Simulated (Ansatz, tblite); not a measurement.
# C12H5F17: rung by rung

One table from this session's results is given with a row withheld; the runs are named, their logs left out.

Program: Ansatz 0.2.0, Gaussian basis. Level of theory: as each input shows. These are calculated values, not measurements.

The runs, in order: GFN1-xTB, GFN2-xTB, PBE-D4/def2-TZVP, r2SCAN-D4/def2-TZVP, LDA/def2-TZVP, revPBE-D4/def2-TZVP, r2SCAN0-D4/def2-TZVP, PBE-D4/def2-SVP, PBE0-D4/def2-SVP, MP2/def2-SVP, RPA/def2-SVP.

## The structure

The geometry is that of the singlet, from an earlier relaxation (PBE-D4/def2-SVP).

34 atoms, charge 0, spin multiplicity 1.

Bond lengths: C1–C2 1.222 Å, C1–H30 1.081 Å, C2–C3 1.460 Å, C3–C4 1.541 Å, C3–H31 1.111 Å, C3–H32 1.109 Å, C4–C5 1.526 Å, C4–H33 1.109 Å, C4–H34 1.109 Å, C5–F6 1.370 Å, C5–F7 1.366 Å, C5–C8 1.563 Å, C8–F9 1.357 Å, C8–F10 1.364 Å, C8–C11 1.565 Å, C11–F12 1.352 Å, C11–F13 1.356 Å, C11–C14 1.578 Å and more. Angles: C2–C1–H30 179.4°, C1–C2–C3 178.9°, C2–C3–C4 112.0°, C2–C3–H31 109.7°, C2–C3–H32 109.5°, C4–C3–H31 108.9°, C4–C3–H32 110.4°, H31–C3–H32 106.2°, C3–C4–C5 115.5°, C3–C4–H33 109.7°, C3–C4–H34 111.3°, C5–C4–H33 104.9°, C5–C4–H34 108.2°, H33–C4–H34 106.7°, C4–C5–F6 110.8°, C4–C5–F7 108.6°, C4–C5–C8 114.4°, F6–C5–F7 107.9° and more.

PBE0-D4/def2-TZVP was run before; its log isn't repeated, and its numbers join the tables.

Set-up of the first run:

Tight binding, by tblite at 300 K electronic temperature and without a spin-polarisation term:

```python
tblite.interface.Calculator('GFN1-xTB', numbers, positions, charge=0, uhf=0).singlepoint()
```

Tight binding, by tblite at 300 K electronic temperature and without a spin-polarisation term:

```python
tblite.interface.Calculator('GFN2-xTB', numbers, positions, charge=0, uhf=0).singlepoint()
```

start.molden holds the orbitals of an earlier run on this state, given as this run's starting guess.

The input, in.yaml:

```yaml
crystal:
  periodic: [false, false, false]
  atoms:
    - {symbol: C, position_ang: [6.703421, 0.271613, -1.539300]}
    - {symbol: C, position_ang: [5.613221, 0.552054, -1.063079]}
    - {symbol: C, position_ang: [4.312442, 0.863835, -0.478286]}
    - {symbol: C, position_ang: [3.897961, -0.166056, 0.591001]}
    - {symbol: C, position_ang: [2.643474, 0.180892, 1.386798]}
    - {symbol: F, position_ang: [2.646933, 1.502059, 1.748642]}
    - {symbol: F, position_ang: [2.632580, -0.567012, 2.529394]}
    - {symbol: C, position_ang: [1.302243, -0.109526, 0.638807]}
    - {symbol: F, position_ang: [1.185734, -1.455742, 0.509955]}
    - {symbol: F, position_ang: [1.367258, 0.442778, -0.606922]}
    - {symbol: C, position_ang: [0.027118, 0.468989, 1.337799]}
    - {symbol: F, position_ang: [-0.033264, 1.796303, 1.088718]}
    - {symbol: F, position_ang: [0.129830, 0.276045, 2.676151]}
    - {symbol: C, position_ang: [-1.363207, -0.164888, 0.943394]}
    - {symbol: F, position_ang: [-1.393338, -1.449001, 1.363283]}
    - {symbol: F, position_ang: [-2.284117, 0.549581, 1.643285]}
    - {symbol: C, position_ang: [-1.759680, -0.114933, -0.562492]}
    - {symbol: F, position_ang: [-1.709621, 1.164890, -0.993586]}
    - {symbol: F, position_ang: [-0.863265, -0.854283, -1.266163]}
    - {symbol: C, position_ang: [-3.164654, -0.720745, -0.939720]}
    - {symbol: F, position_ang: [-3.275443, -0.544796, -2.283699]}
    - {symbol: F, position_ang: [-3.143378, -2.044397, -0.671826]}
    - {symbol: C, position_ang: [-4.429663, -0.098819, -0.262796]}
    - {symbol: F, position_ang: [-4.291759, 1.244596, -0.167538]}
    - {symbol: F, position_ang: [-4.564227, -0.630024, 0.974633]}
    - {symbol: C, position_ang: [-5.755952, -0.384256, -1.044640]}
    - {symbol: F, position_ang: [-5.836628, -1.685540, -1.369067]}
    - {symbol: F, position_ang: [-5.817660, 0.354881, -2.159691]}
    - {symbol: F, position_ang: [-6.795936, -0.068158, -0.258286]}
    - {symbol: H, position_ang: [7.666763, 0.033029, -1.967592]}
    - {symbol: H, position_ang: [4.343427, 1.872874, -0.013399]}
    - {symbol: H, position_ang: [3.548718, 0.916470, -1.281058]}
    - {symbol: H, position_ang: [4.701293, -0.260157, 1.350025]}
    - {symbol: H, position_ang: [3.759397, -1.172546, 0.147264]}
basis:
  gaussian: {orbitals: def2-TZVP, fitting: {mean_field: def2-universal-jkfit}, initial_orbitals: start.molden}
hamiltonian: {xc: pbe, dispersion: d4}
scf: {omitted_lower_state_checks: [starts]}
output: {forces: true, orbitals: {seedname: orbitals}}
```

Command:

```console
$ ansatz run in.yaml --threads 2 --pin off --events-out ev --progress --plain --max-ram 31744MiB --backend cuda --devices 0, --max-vram 18GiB
```

Among the steps run: PBE-D4/def2-TZVP; r2SCAN-D4/def2-TZVP; LDA/def2-TZVP; revPBE-D4/def2-TZVP; r2SCAN0-D4/def2-TZVP; PBE-D4/def2-SVP; PBE0-D4/def2-SVP; MP2/def2-SVP; RPA/def2-SVP.

One table of the session follows, with a row left open; its other results are not shown here.

It belongs to the step «Binding energy». 

| level | binding an atom (eV) |
| --- | --- |
| HF/def2-SVP | 3.116 |
| LDA/def2-TZVP | 5.510 |
| PBE-D4/def2-SVP | 4.898 |
| PBE-D4/def2-TZVP | ? |
| revPBE-D4/def2-TZVP | 4.549 |
| r2SCAN-D4/def2-TZVP | 4.547 |
| PBE0-D4/def2-SVP | 4.674 |
| PBE0-D4/def2-TZVP | 4.547 |
| r2SCAN0-D4/def2-TZVP | 4.389 |
| MP2/def2-SVP | 4.502 |

**Question.** Estimate the row for PBE-D4/def2-TZVP.

**Answer.** binding an atom (eV): 4.740. In the column «binding an atom (eV)» it lies between PBE0-D4/def2-SVP (4.674) and PBE-D4/def2-SVP (4.898).

Caveats from the session: Free atoms were run apart at each level; binding is atoms less cluster, divided by the number of atoms, without zero-point or spin-orbit terms.
